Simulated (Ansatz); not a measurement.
# FeCo3Ge4: the cost of one run

Computed with Ansatz 0.2.0 (DFT PBE, scalar-relativistic, plane waves, PAW, unless a step names another level, unless a step's input says otherwise).

### 1 Starting point

It takes space group R3 (No. 146, trigonal). The conventional cell has a = 6.575 Å, b = 6.575 Å, c = 8.038 Å, α = 90.00°, β = 90.00°, γ = 120.00°. Fe (site symmetry 3) is surrounded by 7 Ge at 2.37 to 2.62 Å. Co (site symmetry 1) is surrounded by 7 Ge at 2.38 to 2.64 Å. Ge (site symmetry 1) has 5 Co at 2.38 to 2.64 Å and 2 Fe at 2.40 to 2.62 Å as nearest neighbours. Ge (site symmetry 3) has 1 Fe at 2.37 Å and 6 Co at 2.39 to 2.64 Å as nearest neighbours.

Coordinates:

```xyz
8
Lattice="3.2873 1.8979 2.6794 -3.2873 1.8979 2.6794 0.0000 -3.7958 2.6794" Properties=species:S:1:pos:R:3 pbc="T T T"
Fe    0.0000    0.0000    6.9556
Co   -1.6296    0.0692    3.0335
Co    0.7548   -1.4459    3.0335
Co    0.8747    1.3766    3.0335
Ge    1.6392   -0.2811    4.9365
Ge   -0.5762    1.5601    4.9365
Ge   -1.0630   -1.2790    4.9365
Ge    0.0000    0.0000    1.2871
```

The cell was relaxed beforehand at this level, from a generated guess; it is a trial structure. At a tolerance of 0.05 Å it has space group R3 (No. 146); it has 12.54 Å³/atom, an uncorrected energy of -0.16 eV/atom over the elements.

### 2 Bands, states and charges

Contents of input.yaml:

```yaml
crystal:
  lattice:
    - [3.2873022882, 1.897924861, 2.6794081752]
    - [-3.2873022882, 1.897924861, 2.6794081752]
    - [0.0, -3.795849722, 2.6794081752]
  atoms:
    - { symbol: Fe, position: [0.865313666, 0.865313666, 0.865313666], spin: 0.95 }
    - { symbol: Co, position: [0.1356127189, 0.6313249742, 0.3652310006], spin: 0.17 }
    - { symbol: Co, position: [0.3652310006, 0.1356127189, 0.6313249742], spin: 0.17 }
    - { symbol: Co, position: [0.6313249742, 0.3652310006, 0.1356127189], spin: 0.17 }
    - { symbol: Ge, position: [0.8387724813, 0.3401246154, 0.6635030234] }
    - { symbol: Ge, position: [0.6635030234, 0.8387724813, 0.3401246154] }
    - { symbol: Ge, position: [0.3401246154, 0.6635030234, 0.8387724813] }
    - { symbol: Ge, position: [0.1601175202, 0.1601175202, 0.1601175202] }
basis:
  ecutwfc: 420
kpoints:
  mp_grid: { grid: [12, 12, 12] }
  band_path:
    path:
      - [[0.0, 0.0, 0.0], [0.5, 0.0, 0.0], [0.5, -0.5, 0.5], [0.49884284, -0.50115716, 0.49884284]]
      - [[0.49884284, 0.49884284, 0.49884284], [0.0, 0.0, 0.0], [0.5, -0.5, 0.0]]
    npoints: 14
hamiltonian:
  xc: pbe
scf:
  occupations: { method: gaussian, width: 0.1 }
  n_extra_bands: 20
output:
  forces: true
  stress: true
  eigenvalues: true
  populations: true
  dos: { projected: true, de: 0.02, nscf_kmesh: { grid: [15, 15, 15] } }
  bader: true
  write_density: true
  write_potential: true
  elf: true
  volumetric_format: npy
magnetization:
  spin_polarized: true
checkpoint:
  read: start.run
  write: ck
  compress: false
  write_wavefunctions: false
  write_every: 100000
```

Started as:

```bash
ansatz run input.yaml --threads 4 --pin off --max-ram 8192MiB --backend cpu --events-out ev --progress --plain --runs-dir out
```

Q: Estimate wall time and peak memory on 4 threads of AMD EPYC (Zen 3), shared host.

About 17 min, with a peak of 3.8 GiB.
